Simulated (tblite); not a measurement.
# C3H11AlSSi: the cost of one run

Computed with tblite 0.8.0 and PySCF 2.14.0, with density-fitted response routines of our own, on a single molecule in the gas phase. Atoms count from 0, in the outputs and in this text.

## 1. Starting geometry

17 atoms, charge 0, multiplicity 1; geometry from: force field or distance geometry start.

Bonds of the start (Å): C0–C1 1.52, C1–S2 1.83, S2–Al3 2.27, Al3–C4 2.01, C4–Si5 1.88, C0–H6 1.11, C0–H7 1.12, C0–H8 1.10, C1–H9 1.12, C1–H10 1.10, Al3–H11 1.61, C4–H12 1.10, C4–H13 1.09, Si5–H14 1.45, Si5–H15 1.46, Si5–H16 1.46.

## 2. Geometry optimisation with GFN2-xTB

Job settings and geometry (Å):

```
{"job": {"kind": "relax", "xc": "GFN2-xTB", "basis": "xTB"}, "charge": 0, "multiplicity": 1}
C     -2.725900    -0.811500     0.467100
C     -2.648900     0.603500    -0.091900
S     -1.220500     1.382000     0.750100
Al     0.645900     1.224600    -0.535600
C      2.461500     0.925700     0.282700
Si     2.841200    -0.879000    -0.089700
H     -3.324600    -1.482700    -0.184500
H     -3.172000    -0.713700     1.495100
H     -1.702800    -1.199500     0.522400
H     -3.594700     1.136800     0.162700
H     -2.438700     0.617800    -1.175600
H      0.442400     0.476800    -1.941900
H      3.230400     1.535400    -0.211900
H      2.463100     1.035500     1.363400
H      2.161700    -1.166600    -1.343700
H      4.300800    -0.978900    -0.165900
H      2.274100    -1.694100     0.986400
```

Command:

```sh
> OMP_NUM_THREADS=1 python probes_run.py task.json out
```

One launch serves the whole session: the jobs run in the order shown.

**Question.** How long does this first job take on 1 thread of Arm Neoverse N1, shared host?

About 1.8 s.
